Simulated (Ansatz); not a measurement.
**CH₈NOScSi: up Jacob's ladder to CCSD(T)**

An exercise on one series of results from a longer session: the logs are not shown, and one member is left open.

Computed with Ansatz 0.2.0, Gaussian basis. Level: functionals in def2-TZVPP, the program's frozen cores in correlated methods.

Levels to be run: LDA (SPW92), PBE-D4, revPBE-D4, BLYP-D4, r2SCAN-D4, B97M-V, PBE0-D4, B3LYP-D4, r2SCANh-D4, r2SCAN0-D4, HSE06-D4, BHLYP-D4, CAM-B3LYP-D4, LC-ωPBE, ωB97X-V, ωB97M-V, B2PLYP, PBE-QIDH; CCSD(T)/def2-SVP; CCSD(T)/def2-TZVPP; MP2/def2-QZVPP; extrapolation to the limit; RPA on PBE.

## The relaxed structure

An earlier PBE0-D4 in a triple-zeta def2 set relaxation fixed the geometry.

SMILES `[CH3][Sc]([NH2])[O][SiH3]`, 13 atoms, charge 0, spin multiplicity 1.

Atoms are counted from 1 here; the program's logs count them from 0.

Bond lengths: C1–Sc2 2.197 Å, C1–H6 1.098 Å, C1–H7 1.099 Å, C1–H8 1.098 Å, Sc2–N3 1.977 Å, Sc2–O4 1.898 Å, N3–H9 1.014 Å, N3–H10 1.012 Å, O4–Si5 1.626 Å, Si5–H11 1.490 Å, Si5–H12 1.490 Å, Si5–H13 1.490 Å. Angles: Sc2–C1–H6 112.4°, Sc2–C1–H7 111.7°, Sc2–C1–H8 112.7°, H6–C1–H7 106.6°, H6–C1–H8 107.1°, H7–C1–H8 106.0°, C1–Sc2–N3 118.5°, C1–Sc2–O4 120.1°, N3–Sc2–O4 121.4°, Sc2–N3–H9 124.8°, Sc2–N3–H10 127.9°, H9–N3–H10 107.2°, Sc2–O4–Si5 178.4°, O4–Si5–H11 110.6°, O4–Si5–H12 110.8°, O4–Si5–H13 110.8°, H11–Si5–H12 108.3°, H11–Si5–H13 108.2° and more.

Geometry (Å):

```
C    -2.03909    0.28619    1.32604
Sc    0.05699    0.23477    0.66875
N     1.46251    0.75675    1.95753
O     0.48904   -0.31859   -1.09434
Si    0.81571   -0.79796   -2.61337
H    -2.16753    0.83079    2.27059
H    -2.43780   -0.72459    1.49026
H    -2.70245    0.75787    0.58966
H     1.29154    1.05871    2.90997
H     2.46389    0.77750    1.81169
H     0.63695   -2.27082   -2.74823
H    -0.09025   -0.12554   -3.58617
H     2.22048   -0.46508   -2.98239
```

The first run:

in.yaml

```yaml
crystal:
  periodic: [false, false, false]
  atoms:
    - {symbol: C, position_ang: [-2.039087, 0.286186, 1.326041]}
    - {symbol: Sc, position_ang: [0.056994, 0.234773, 0.668752]}
    - {symbol: N, position_ang: [1.462512, 0.756749, 1.957533]}
    - {symbol: O, position_ang: [0.489037, -0.318591, -1.094339]}
    - {symbol: Si, position_ang: [0.815706, -0.797960, -2.613367]}
    - {symbol: H, position_ang: [-2.167526, 0.830790, 2.270588]}
    - {symbol: H, position_ang: [-2.437797, -0.724594, 1.490259]}
    - {symbol: H, position_ang: [-2.702448, 0.757873, 0.589657]}
    - {symbol: H, position_ang: [1.291544, 1.058711, 2.909967]}
    - {symbol: H, position_ang: [2.463888, 0.777496, 1.811689]}
    - {symbol: H, position_ang: [0.636946, -2.270824, -2.748226]}
    - {symbol: H, position_ang: [-0.090249, -0.125538, -3.586174]}
    - {symbol: H, position_ang: [2.220481, -0.465082, -2.982390]}
basis:
  gaussian: {orbitals: def2-TZVPP}
hamiltonian: {xc: lda}
output: {orbitals: {seedname: orbitals}}
```

The run is started by

```console
$ ansatz run in.yaml --threads 2 --pin off --events-out ev --progress --plain --max-ram 32768MiB --backend cuda --devices 0, --max-vram 18GiB
```

Steps of the session up to this table: LDA; PBE-D4 (GGA); revPBE-D4 (GGA); BLYP-D4 (GGA); r2SCAN-D4 (meta-GGA); B97M-V (meta-GGA); PBE0-D4 (hybrid); B3LYP-D4 (hybrid); r2SCANh-D4 (hybrid); r2SCAN0-D4 (hybrid); HSE06-D4 (hybrid); BHLYP-D4 (hybrid); CAM-B3LYP-D4 (range-separated); LC-ωPBE (range-separated); ωB97X-V (range-separated); ωB97M-V (range-separated); B2PLYP (double hybrid); PBE-QIDH (double hybrid).

One table of the session follows, with a row left open; its other results are not shown here.

It belongs to the step «Frontier levels by functional». 

```
  functional  HOMO (eV)  LUMO (eV)  gap (eV)
 LDA (SPW92)      -5.72      -2.81      2.92
      PBE-D4      -5.58      -2.59      2.99
   revPBE-D4      -5.52      -2.44      3.07
     BLYP-D4      -5.44      -2.61      2.83
   r2SCAN-D4      -5.83      -2.24      3.58
      B97M-V      -5.93      -2.50      3.43
     PBE0-D4      -6.90      -1.66      5.25
    B3LYP-D4      -6.66      -2.04      4.63
  r2SCANh-D4      -6.33      -1.91      4.41
  r2SCAN0-D4      -7.08      -1.45      5.63
    HSE06-D4      -6.50      -2.03      4.47
    BHLYP-D4      -8.12      -0.97      7.16
CAM-B3LYP-D4      -8.31      -0.86      7.45
     LC-ωPBE      -9.72       0.41     10.14
     ωB97X-V      -9.35       0.19      9.55
     ωB97M-V          ?          ?         ?
```

**Question.** Estimate the row for ωB97M-V.

As computed: HOMO (eV): -9.24; LUMO (eV): -0.18; gap (eV): 9.06. In the column «HOMO (eV)» it lies between ωB97X-V (-9.35) and CAM-B3LYP-D4 (-8.31).
